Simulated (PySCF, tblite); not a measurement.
# C5H14BP: geometry, infrared bands and NMR shifts

Aim: predict the infrared bands and NMR shifts of C5H14BP (`CCP(C)B(C)C`).

Programs: tblite 0.8.0 and PySCF 2.14.0, with density-fitted response routines of our own. Each step states its level of theory. These are calculated values for one molecule in the gas phase, unless marked as measured. Atoms are numbered from 0 throughout.

## Step 1: Starting geometry

21 atoms, charge 0, multiplicity 1; geometry from: force field or distance geometry start.

Bonds of the start (Å): C0–C1 1.53, C1–P2 1.85, P2–C3 1.88, P2–B4 1.96, B4–C5 1.59, B4–C6 1.59, C0–H7 1.12, C0–H8 1.11, C0–H9 1.11, C1–H10 1.12, C1–H11 1.12, C3–H12 1.13, C3–H13 1.11, C3–H14 1.11, C5–H15 1.10, C5–H16 1.11, C5–H17 1.11, C6–H18 1.10, C6–H19 1.11, C6–H20 1.11.

## Step 2: Optimising the geometry with GFN2-xTB

What the job is given:

```
{"job": {"kind": "relax", "xc": "GFN2-xTB", "basis": "xTB"}, "charge": 0, "multiplicity": 1}
C      2.907600    -0.416600     0.197300
C      1.412500    -0.631100     0.462300
P      0.379600     0.111900    -0.886200
C      0.508200     1.898000    -0.323800
B     -1.344000    -0.321600    -0.059400
C     -1.809700    -1.841600    -0.006200
C     -2.350700     0.816200     0.418500
H      3.146800     0.673800     0.222000
H      3.178200    -0.837800    -0.791300
H      3.496800    -0.923700     0.984500
H      1.222800    -1.730700     0.507100
H      1.146500    -0.206000     1.461600
H      0.380500     1.972500     0.794300
H      1.509600     2.288200    -0.597100
H     -0.267600     2.513600    -0.818000
H     -1.027400    -2.497500    -0.426900
H     -1.976000    -2.127100     1.056700
H     -2.746800    -1.972100    -0.578100
H     -2.572400     1.505900    -0.412100
H     -3.295700     0.356300     0.774900
H     -1.907800     1.386100     1.268300
```

Command:

```
OMP_NUM_THREADS=1 python probes_run.py task.json out
```

One launch serves the whole session: the jobs run in the order shown.

**Question.** This job is followed by: GFN2-xTB harmonic vibrations, gas phase; GIAO PBE0/pcSseg-1 NMR shielding, non-relativistic, gas phase. What will the session give for the following? strongest single infrared mode (GFN2-xTB); zero-point energy (GFN2-xTB); 13C shifts against TMS (PBE0/pcSseg-1, means over atoms taken as alike); 1H shifts against TMS (PBE0/pcSseg-1, means over atoms taken as alike); 31P shifts against H3PO4 (PBE0/pcSseg-1); 11B shifts against BF3·OEt2 (PBE0/pcSseg-1); surface potential, 1st and 99th percentile.

As calculated:

| quantity | value |
| --- | --- |
| strongest single infrared mode (GFN2-xTB) | 1076 cm⁻¹, 186 km/mol |
| zero-point energy (GFN2-xTB) | 112.6 kcal/mol |
| 13C shifts against TMS (PBE0/pcSseg-1, means over atoms taken as alike) | 22.2, 15.4, 15.1, 7.2 ppm |
| 1H shifts against TMS (PBE0/pcSseg-1, means over atoms taken as alike) | 1.77, 1.25, 1.22, 1.07 ppm |
| 31P shifts against H3PO4 (PBE0/pcSseg-1) | -63.6 ppm |
| 11B shifts against BF3·OEt2 (PBE0/pcSseg-1) | 95.1 ppm |
| surface potential, 1st and 99th percentile | -1.17 V and 0.70 V |

Over 95 steps the energy fell by 0.252 eV; of the close pairs, P2–B4 changed most, 1.960 to 1.889 Å. No mode is imaginary among the 57: a minimum at this level. The strongest single mode, at 1076 cm⁻¹, is spread over many atoms; the largest shares are those of B4, H19. GFN2-xTB is a fitted tight-binding method: band positions and strengths are rough. Its intensities can rank the bands wrongly. At PBE0/pcSseg-1: The widest tensor belongs to B4: span 195 ppm, with a paramagnetic part of -188 ppm. At PBE0/pcSseg-1, counted by nearest atom on the grid, the HOMO lies on P2 62 %; B4 14 %, the LUMO on B4 52 %; P2 12 %.
